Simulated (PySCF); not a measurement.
# C3H3BrN2 (4-Bromopyrazole): the cost of one run

Computed with PySCF 2.14.0, with density-fitted response routines of our own, on a single molecule, in the gas phase or a continuum. Atoms count from 0, in the outputs and in this text.

**1. The molecule as given**

9 atoms, charge 0, multiplicity 1; geometry from: GFN2-xTB. The atoms were then displaced at random by about 0.01 Å, so the start is not that level's minimum.

Bonds of the start (Å): Br0–C1 1.90, C1–C2 1.41, C2–N3 1.26, N3–N4 1.32, N4–C5 1.35, C5–C1 1.38, C2–H6 1.08, N4–H7 1.00, C5–H8 1.07.

**2. Geometry optimisation at PBE0-D3(BJ)/def2-TZVP**

Job settings and geometry (Å):

```
{"job": {"xc": "PBE0", "basis": "def2-TZVP", "d3": "d3bj", "grid": 2, "shake": 0.01, "kind": "geom"}, "charge": 0, "multiplicity": 1}
Br     2.790750     0.210830     0.224260
C      0.905200    -0.004460     0.066960
C      0.181880    -1.212320    -0.020010
N     -1.053900    -0.967630    -0.111290
N     -1.227890     0.344300    -0.103080
C     -0.048610     0.996520     0.011060
H      0.594700    -2.211330    -0.000920
H     -2.129480     0.763900    -0.161270
H      0.045160     2.063040     0.060550
```

Started as:

```
$ OMP_NUM_THREADS=1 python probes_run.py task.json out
```

The driver reads the jobs from task.json and runs them one after another.

Q: Estimate the wall time and peak memory of this first job on 1 thread of Arm Neoverse N1, shared host.

About 5.4 min, with a peak of 0.83 GiB.
